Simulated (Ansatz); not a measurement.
# Yb3InC (Pm-3m) in Ansatz: reference runs

How does Yb3InC come out in PBE? The cell is run as given and disturbed.

Everything below comes from runs of Ansatz 0.2.0. Logs are shortened: lines on timing, memory, paths and dates and some standing lists are left out, and cuts for length are marked.

**1. Starting point**

The structure is cubic, space group Pm-3m (No. 221). Conventional cell: a = 5.063 Å, b = 5.063 Å, c = 5.063 Å, α = 90.00°, β = 90.00°, γ = 90.00°. Yb (site symmetry 4/mmm) has 2 C at 2.53 Å as nearest neighbours. Around In (site symmetry m-3m) lie 12 Yb at 3.58 Å. Around C (site symmetry m-3m) lie 6 Yb at 2.53 Å.

The cell comes from a database or a generator and needn't be the stable form of this composition.

**2. Single point, PBE, collinear spin, ferromagnetic start**

Input file input.yaml:

```yaml
crystal:
  lattice:
    - [5.063247, 0.0, 0.0]
    - [0.0, 5.063247, 0.0]
    - [0.0, 0.0, 5.063247]
  atoms:
    - { symbol: Yb, position: [0.0, 0.5, 0.5], spin: 1.0 }
    - { symbol: Yb, position: [0.5, 0.5, 0.0], spin: 1.0 }
    - { symbol: Yb, position: [0.5, 0.0, 0.5], spin: 1.0 }
    - { symbol: In, position: [0.0, 0.0, 0.0] }
    - { symbol: C, position: [0.5, 0.5, 0.5] }
hamiltonian:
  xc: pbe
  pseudopotentials: { kind: paw }
magnetization:
  spin_polarized: true
kpoints:
  mp_grid: { grid: [5, 5, 5] }
scf:
  occupations: { method: fermi_dirac, width: 0.05 }
output:
  forces: true
  stress: true
  eigenvalues: true
```

Potentials or basis: Ansatz PAW.

Run with:

```sh
> ansatz run input.yaml --threads 2 --pin off --max-ram 5120MiB --backend cpu --events-out ev --progress --plain --runs-dir out
```

The log of the run:

```text
Warning: where an SCF of this run starts from atoms to list the orders of its open shells, Yb (sites 0, 1, 2, from 0) starts with 0.44 μB on its 4f shell and 0.44 μB on its 5d shell, in the place of the 1.00 μB that the deck gives it: its open shells can hold no more by Hund's first rule. To start from spheres of the given moment, type scf.initial_density.shell_occupations: []
Warning: RAYON_NUM_THREADS=2 ignored (pool sized by the plan → 2); use --threads N
Engine: ansatz 0.2.0, aarch64-unknown-linux-gnu
Pseudopotentials: kind: paw
Pseudopotential: Yb, paw, valence charge 24, recommended cutoff 420 eV (normal), Yb.paw.azcp
Pseudopotential: In, paw, valence charge 13, recommended cutoff 420 eV (normal), In.paw.azcp
Pseudopotential: C, paw, valence charge 4, recommended cutoff 420 eV (normal), C.paw.azcp
Functional definition: PBE
  parameter kappa = 0.804
  parameter beta = 0.06672455060314922
  exchange = pbe_x(kappa = kappa, mu = beta*pi^2/3)
  correlation = pbe_c(beta = beta)
Crystal: 5 atoms, lattice volume = 129.804 Å³
Basis set: ecut = 420 eV, 2517 PW (Γ), exchange–correlation on 72×72×72 points (8 copies of the dense FFT grid, shifted against one another)
Bands: 56, of which v1, the nominal top of the filled ones, is band 45 counted from 1 (44 counted from 0)
Symmetry: 48 space group operations
Space group: Pm-3m (ITA 221), of the structure as read, at distance tolerance 5.1e-5 Å
Magnetic group: BNS 221.92 (UNI 1594), of the structure as read, at distance tolerance 5.1e-5 Å
k-points: 10 of 125
Non-local potential: Yb, projectors of the file, l = 0: 3, l = 1: 2, l = 2: 2, l = 3: 3
Non-local potential: In, projectors of the file, l = 0: 2, l = 1: 2, l = 2: 2, l = 3: 2
Non-local potential: C, projectors of the file, l = 0: 2, l = 1: 2, l = 2: 1
PAW form: soft (Blöchl's): semilocal exchange-correlation on the pseudo side does not see the compensation charge
PAW one-centre angular grid: Yb, 590 points (default); XC on 64 Gauss nodes
PAW one-centre angular grid: In, 590 points (default); XC on 64 Gauss nodes
PAW one-centre angular grid: C, 110 points (default); XC on 64 Gauss nodes
Initial density: superposition of atomic densities (chi_scale 0.1, normalization cell, long waves kept (reshape's long-wave potential 0.07 eV rms))
Starting moments: Σ|m| = 3 μB on 3 of 5 sites
Initial wavefunctions: pseudopotential atomic-orbital guess
Functional: x = pbe(κ = 0.804, μ = 0.2195149727645171), c = pbe(β = 0.06672455060314922)
SCF iter   1: F=—  HF=-47237.667029 eV  |F-HF|=—  |Δ(HF+E_count)|=         —  Δρ=4.28e-2 (↑4.28e-2 ↓3.60e-2)  dr2=1.55e1  dr2_m=8.59e-2  M=1.514 μB ∫|m|=1.515 μB  β_m=0.30  ethr=3.10e-3  ⟨swp⟩=6.7  Hψ=4110  notcnv=0  defer=8
Mixer restart at iter 1: flushing history
preconditioner: auto → Kerker (q_TF=auto, 2.562 Å⁻¹)  [metal: Δε(μ)=0.055 eV  Ē_g=10.930 eV  σ=0.050 eV  W_gap=0.26  n_scr=32 (ndim 8)  ℏωp=29.7 eV  f_vac=0.000  D(μ)=16.75/eV (n_scr^D=250)]
spin=Collinear: Kerker preconditioning applied to the charge; magnetization (m = ρ↑ − ρ↓) channel mixes plain (no charge-response kernel on spin).
SCF iter   2: F=—  HF=-47235.717874 eV  |F-HF|=—  |Δ(HF+E_count)|=    1.95e0  Δρ=2.44e-2 (↑2.44e-2 ↓1.78e-2)  dr2=4.88e0  dr2_m=9.77e-2  M=1.372 μB ∫|m|=1.372 μB  β_m=0.43  ethr=3.10e-3  ⟨swp⟩=3.3  Hψ=2128  notcnv=0  defer=80
SCF iter   3: F=—  HF=-47234.909663 eV  |F-HF|=—  |Δ(HF+E_count)|=   8.08e-1  Δρ=1.52e-2 (↑1.52e-2 ↓9.23e-3)  dr2=8.74e-1  dr2_m=2.85e-2  M=1.291 μB ∫|m|=1.291 μB  β_m=0.41  ethr=3.10e-3  ⟨swp⟩=3.2  Hψ=2108  notcnv=0  defer=81
SCF iter   4: F=—  HF=-47234.725892 eV  |F-HF|=—  |Δ(HF+E_count)|=   1.84e-1  Δρ=8.78e-3 (↑7.60e-3 ↓8.78e-3)  dr2=2.58e-1  dr2_m=2.66e-2  M=1.164 μB ∫|m|=1.164 μB  β_m=0.61  ethr=9.82e-4  ⟨swp⟩=3.0  Hψ=2207  notcnv=0  defer=80
SCF iter   5: F=—  HF=-47234.690855 eV  |F-HF|=—  |Δ(HF+E_count)|=   3.50e-2  Δρ=4.11e-3 (↑2.43e-3 ↓4.11e-3)  dr2=5.69e-2  dr2_m=6.28e-3  M=0.995 μB ∫|m|=0.995 μB  β_m=0.81  ethr=2.90e-4  ⟨swp⟩=3.4  Hψ=2307  notcnv=0  defer=76
SCF iter   6: F=—  HF=-47234.713104 eV  |F-HF|=—  |Δ(HF+E_count)|=   2.22e-2  Δρ=6.22e-3 (↑1.47e-3 ↓6.22e-3)  dr2=4.83e-2  dr2_m=1.45e-2  M=0.747 μB ∫|m|=0.747 μB  β_m=0.90  ethr=6.39e-5  ⟨swp⟩=2.1  Hψ=1986  notcnv=0  defer=76
SCF iter   7: F=—  HF=-47234.737336 eV  |F-HF|=—  |Δ(HF+E_count)|=   2.42e-2  Δρ=4.35e-3 (↑1.05e-3 ↓4.35e-3)  dr2=2.53e-2  dr2_m=7.61e-3  M=0.492 μB ∫|m|=0.492 μB  β_m=0.95  ethr=5.42e-5  ⟨swp⟩=2.1  Hψ=2173  notcnv=0  defer=76
SCF iter   8: F=—  HF=-47234.728544 eV  |F-HF|=—  |Δ(HF+E_count)|=   8.79e-3  Δρ=1.15e-3 (↑1.15e-3 ↓1.08e-3)  dr2=6.98e-4  dr2_m=1.41e-3  M=0.368 μB ∫|m|=0.368 μB  β_m=0.98  ethr=2.84e-5  ⟨swp⟩=2.9  Hψ=2359  notcnv=0  defer=76
SCF iter   9: F=—  HF=-47234.728276 eV  |F-HF|=—  |Δ(HF+E_count)|=   2.69e-4  Δρ=5.75e-4 (↑5.75e-4 ↓2.03e-4)  dr2=4.97e-4  dr2_m=1.22e-4  M=0.223 μB ∫|m|=0.223 μB  β_m=0.99  ethr=7.84e-7  ⟨swp⟩=2.9  Hψ=2539  notcnv=0  defer=76
SCF iter  10: F=—  HF=-47234.728748 eV  |F-HF|=—  |Δ(HF+E_count)|=   4.73e-4  Δρ=5.10e-4 (↑5.10e-4 ↓2.25e-4)  dr2=2.17e-4  dr2_m=1.52e-4  M=0.170 μB ∫|m|=0.170 μB  β_m=0.99  ethr=5.59e-7  ⟨swp⟩=2.0  Hψ=1963  notcnv=0  defer=76
SCF iter  11: F=—  HF=-47234.728977 eV  |F-HF|=—  |Δ(HF+E_count)|=   2.29e-4  Δρ=1.82e-4 (↑1.82e-4 ↓1.79e-4)  dr2=1.06e-4  dr2_m=3.09e-5  M=0.010 μB ∫|m|=0.010 μB  β_m=1.00  ethr=2.44e-7  ⟨swp⟩=2.6  Hψ=2317  notcnv=0  defer=76
SCF iter  12: F=—  HF=-47234.728865 eV  |F-HF|=—  |Δ(HF+E_count)|=   1.11e-4  Δρ=2.36e-4 (↑2.36e-4 ↓9.89e-5)  dr2=5.77e-5  dr2_m=2.40e-5  M=-0.101 μB ∫|m|=0.101 μB  β_m=0.95  ethr=1.19e-7  ⟨swp⟩=2.5  Hψ=2206  notcnv=0  defer=76
SCF iter  13: F=—  HF=-47234.729124 eV  |F-HF|=—  |Δ(HF+E_count)|=   2.58e-4  Δρ=9.32e-5 (↑9.32e-5 ↓5.97e-5)  dr2=3.72e-6  dr2_m=6.59e-6  M=-0.031 μB ∫|m|=0.031 μB  β_m=0.97  ethr=6.48e-8  ⟨swp⟩=2.5  Hψ=2265  notcnv=0  defer=76
SCF iter  14: F=—  HF=-47234.729132 eV  |F-HF|=—  |Δ(HF+E_count)|=   8.46e-6  Δρ=1.40e-5 (↑1.40e-5 ↓6.48e-6)  dr2=5.90e-7  dr2_m=2.71e-8  M=0.001 μB ∫|m|=0.001 μB  β_m=0.99  ethr=4.18e-9  ⟨swp⟩=2.9  Hψ=2468  notcnv=0  defer=76
SCF iter  15: F=—  HF=-47234.729132 eV  |F-HF|=—  |Δ(HF+E_count)|=   3.21e-8  Δρ=8.37e-6 (↑8.37e-6 ↓5.96e-6)  dr2=7.70e-8  dr2_m=5.31e-8  M=0.003 μB ∫|m|=0.003 μB  β_m=0.99  ethr=6.63e-10  ⟨swp⟩=2.1  Hψ=2014  notcnv=0  defer=76
SCF iter  16: F=—  HF=-47234.729132 eV  |F-HF|=—  |Δ(HF+E_count)|=   2.31e-8  Δρ=6.18e-6 (↑6.18e-6 ↓3.69e-6)  dr2=1.21e-7  dr2_m=2.66e-9  M=0.001 μB ∫|m|=0.001 μB  β_m=1.00  ethr=8.65e-11  ⟨swp⟩=2.2  Hψ=2004  notcnv=0  defer=76
SCF iter  17: F=—  HF=-47234.729132 eV  |F-HF|=—  |Δ(HF+E_count)|=   7.47e-9  Δρ=1.98e-6 (↑1.98e-6 ↓1.34e-6)  dr2=1.30e-8  dr2_m=8.56e-10  M=-0.001 μB ∫|m|=0.001 μB  β_m=0.96  ethr=8.65e-11  ⟨swp⟩=2.0  Hψ=1847  notcnv=0  defer=76
iter 18 did not close the SCF: its close was put off for a magnetic moment that had not settled (scf_convergence_deferred on its scf_iter line)
SCF iter  18: F=-47234.729132 eV  HF=-47234.729132 eV  |F-HF|=1.67e-10  |Δ(HF+E_count)|=   7.18e-9  Δρ=3.41e-7 (↑3.26e-7 ↓3.41e-7)  dr2=2.35e-10  dr2_m=1.02e-10  M=-0.000 μB ∫|m|=0.000 μB  β_m=0.89  ethr=1.46e-11  ⟨swp⟩=11.9  Hψ=6457  notcnv=0
SCF iter  19: F=-47234.729132 eV  HF=-47234.729132 eV  |F-HF|=5.28e-9  |Δ(HF+E_count)|=  5.24e-10  Δρ=9.72e-7 (↑9.02e-7 ↓9.72e-7)  dr2=4.44e-9  dr2_m=1.76e-12  M=-0.000 μB ∫|m|=0.000 μB  ethr=1.00e-12  ⟨swp⟩=2.0  Hψ=3537  notcnv=0
SCF 1 converged in 19 iterations: F = -47234.729132 eV  dr2 = 4.44e-9
WARN: the starting moments were not kept: the SCF closed with an absolute magnetisation of 1.3e-5 μB, where they sum to 3 μB in size (3 sites). That is at most 0.1 of that sum. Measured as dr2_m measures the in/out step, that magnetisation stands 7.6e-11 eV from none, at or under the dr2_threshold of 1.0e-7 eV: it is no larger than a step whose dr2_m would equal this threshold. The system may hold no moment; this SCF shows only that its start led to no more than that. To try another start: raise the starting moments (crystal.atoms[].spin, magnetization.per_species, magnetization.initial_magnetization, or on a non-collinear deck that types none of these the spinor_matrix: blocks that start its atoms; where the total moment is fixed, keep their sum and leave initial_magnetization as it is; typed ones take the place of any that the run laid by itself, positive ones on a crystal's lanthanoids without a Hubbard term where scf.initial_density.shell_occupations: [] is typed) or, if the notice of its spin-set hold's release reads "site moments contracting" or "site moments show no strong build", lengthen the hold (scf.mixing.spin_hold: { on: { confirm: 4 } }; for m-r²SCAN on two components see the key's manual first). Each may lead to a state that holds a moment. A second SCF, from the converged charge density, with the starting moments and any scf.initial_density.shell_occupations laid on it anew, would have followed, and was not run: the deck does not ask for one (magnetization.retry_lost_moments is false, the default). To let it run, set magnetization.retry_lost_moments: true and run the deck again, where that key's refused combinations let it; where memory then withholds it, that run's warning says so.
SCF converged after 19 iterations
Magnetization: -0.0000 μB (44.5000 up, 44.5000 down)
Absolute magnetization: 0.0000 μB (∫|ρ↑−ρ↓|, with the PAW one-centre terms)
Spin contamination: 0.0000 ħ² per cell (⟨S²⟩ above its minimum at these occupations)
Per-site moments (μB) at R_I (Å): [(-3.2886398729075856e-6, 1.04429469375), (-3.288639873004671e-6, 1.04429469375), (-3.2886398727719896e-6, 1.04429469375), (-4.2891994706697974e-7, 1.4768557190155076), (-1.5913534345184587e-6, 1.04429469375)]
Free energy (F): -47234.729132 eV
Harris-Foulkes:  -47234.729132 eV  (|F-HF|=5.28e-9)
Internal energy: -47234.621101 eV  (E = F + TS)
E sigma→0 (E₀):  -47234.675116 eV
Entropy (-TS):   -0.108031 eV (-21.606 meV/atom)
Fermi energy:    10.921938 eV
--- Per-component energies (eV) ---
  E_band       = 43.759158
  E_kinetic    = 1399.297100
  E_local      = -19860.120300  (includes V_loc(G=0)·N_el)
  E_nonlocal   = 2009.615433
  E_hartree    = 8597.790783
  E_xc         = -757.886148
  E_vxc        = -774.813805  (∫ρ·V_xc dr)
  E_paw        = -26294.655831  (= ΣΔE_a)
  E_vpaw       = 74.187568  (= ΣTr[D̂ρ^β])
  E_aug_tail   = 0.000040  (compensation charges beyond the density's cutoff)
  E_ewald      = -12328.662179
  E_smearing   = -0.108031  (= −TS)
  E_closure    = 0.000000  (closes the sum)
  Σ components = -47234.729132   (vs F -47234.729132, Δ=0.00e0)
--- Forces (eV/Å), atoms counted from 1 ---
  atom   1  Yb     0.00000000     0.00000000    -0.00000000
  atom   2  Yb     0.00000000    -0.00000000    -0.00000000
  atom   3  Yb     0.00000000    -0.00000000    -0.00000000
  atom   4  In    -0.00000000     0.00000000    -0.00000000
  atom   5  C      0.00000000     0.00000000     0.00000000
  max |Σ_I F_I| component: 2.78e-28 eV/Å
--- Stress (GPa, compression-positive) ---
       -3.696382      -0.000000       0.000000
        0.000000      -3.696382       0.000000
        0.000000       0.000000      -3.696382
  P = ⅓ Tr σ = -3.6964 GPa (-36.964 kbar)
--- Band table (eV; the first three rows and the last of 20) ---
  k-point 0 ↑: bands = ["-40.4037", "-40.3772", "-40.3772", "-12.8477", "-12.8477", "-12.8477", "-12.7018", "-12.7018", "-12.7018", "-12.4820", "-12.4820", "-12.4820", "-2.9060", "-2.9060", "-2.9060", "-2.9006", "-2.9006", "1.5589", "5.1438", "9.9563", "9.9563", "9.9563", "10.4600", "10.4600", "10.4600", "10.4667", "10.4999", "10.4999", "10.4999", "10.5053", "10.5053", "10.5053", "10.5582", "10.5582", "10.5582", "10.5863", "10.5863", "10.6145", "10.6145", "10.6145", "10.9976", "10.9976", "10.9976", "11.0469", "11.0469", "12.1115", "12.1115", "12.1115", "12.9693", "12.9693", "12.9693", "13.7462", "15.5146", "15.5146", "15.5146", "17.0453"]
  k-point 1 ↑: bands = ["-40.4014", "-40.3794", "-40.3772", "-12.8315", "-12.8315", "-12.8257", "-12.7074", "-12.7074", "-12.7038", "-12.5136", "-12.4934", "-12.4934", "-2.9059", "-2.9046", "-2.9046", "-2.8990", "-2.8972", "1.7296", "5.3111", "9.3760", "9.9458", "9.9458", "10.0520", "10.4666", "10.4666", "10.4720", "10.5001", "10.5001", "10.5037", "10.5042", "10.5046", "10.5046", "10.5497", "10.5497", "10.5514", "10.5582", "10.5673", "10.5862", "10.5919", "10.6087", "10.6087", "10.9544", "10.9544", "11.2597", "11.4051", "11.5895", "11.5895", "12.2528", "12.4567", "13.7780", "13.7780", "14.9744", "15.1466", "15.7988", "15.7988", "16.7940"]
  k-point 2 ↑: bands = ["-40.3963", "-40.3846", "-40.3772", "-12.7970", "-12.7970", "-12.7761", "-12.7237", "-12.7237", "-12.7069", "-12.5787", "-12.5128", "-12.5128", "-2.9056", "-2.9023", "-2.9023", "-2.8965", "-2.8918", "2.0425", "5.6255", "8.5215", "9.2368", "9.9273", "9.9273", "10.4840", "10.4840", "10.4869", "10.4992", "10.4992", "10.5009", "10.5009", "10.5135", "10.5173", "10.5325", "10.5335", "10.5343", "10.5343", "10.5362", "10.5792", "10.5860", "10.5948", "10.5948", "10.7807", "10.9141", "10.9141", "11.1470", "11.1470", "12.2386", "12.5440", "13.3249", "14.5472", "14.5585", "14.8894", "14.8894", "15.0523", "16.2036", "16.2036"]
  k-point 9 ↓: bands = ["-40.3876", "-40.3851", "-40.3851", "-12.8931", "-12.8516", "-12.8516", "-12.8500", "-12.6137", "-12.6137", "-12.6086", "-12.4336", "-12.4336", "-2.9086", "-2.9086", "-2.9086", "-2.8871", "-2.8871", "2.9726", "6.2321", "8.1603", "8.2345", "8.2345", "10.1704", "10.2411", "10.2411", "10.4543", "10.4543", "10.4580", "10.4944", "10.4944", "10.5097", "10.5307", "10.5307", "10.5404", "10.5457", "10.5457", "10.5590", "10.5657", "10.5657", "10.5973", "10.5973", "10.5997", "10.6145", "10.7116", "10.7263", "10.7263", "13.1268", "13.1268", "13.1443", "14.0843", "14.0843", "14.4658", "15.7003", "16.0218", "16.0218", "16.8182"]
```

Wall time 12 s (2 threads of Arm Neoverse V2, shared host); peak memory 0.49 GiB.

Results:

| Property | Result |
| --- | --- |
| Free energy | -47234.7291 eV |
| Pressure | -3.7 GPa |
| Band gap on the k mesh | none (metal or under the smearing width) |
| Net moment | 0.00 μB per cell |
| Absolute moment | 0.00 μB per cell |

Levels at points of the mesh, in eV from the Fermi level:
Spin up:
```csv
k point,band 41,band 42,band 43,band 44,band 45,band 46,band 47,band 48
"(0.00, 0.00, 0.00)",0.08,0.08,0.08,0.12,0.12,1.19,1.19,1.19
```
Spin down:
| k point | band 40 | band 41 | band 42 | band 43 | band 44 | band 45 | band 46 | band 47 | band 48 | band 49 |
| --- | --- | --- | --- | --- | --- | --- | --- | --- | --- | --- |
| (0.00, 0.00, 0.00) | -0.31 | 0.08 | 0.08 | 0.08 | 0.12 | 0.12 | 1.19 | 1.19 | 1.19 | 2.05 |

Caveat: spin-orbit coupling is left out, which moves the levels of the heavy elements; without U or exact exchange the open f shell lies at the Fermi level, which spoils levels, moments and volumes; the starting moments weren't kept. The state reached can hang on the start; a lower one may exist.

[end of part 1 of 2]
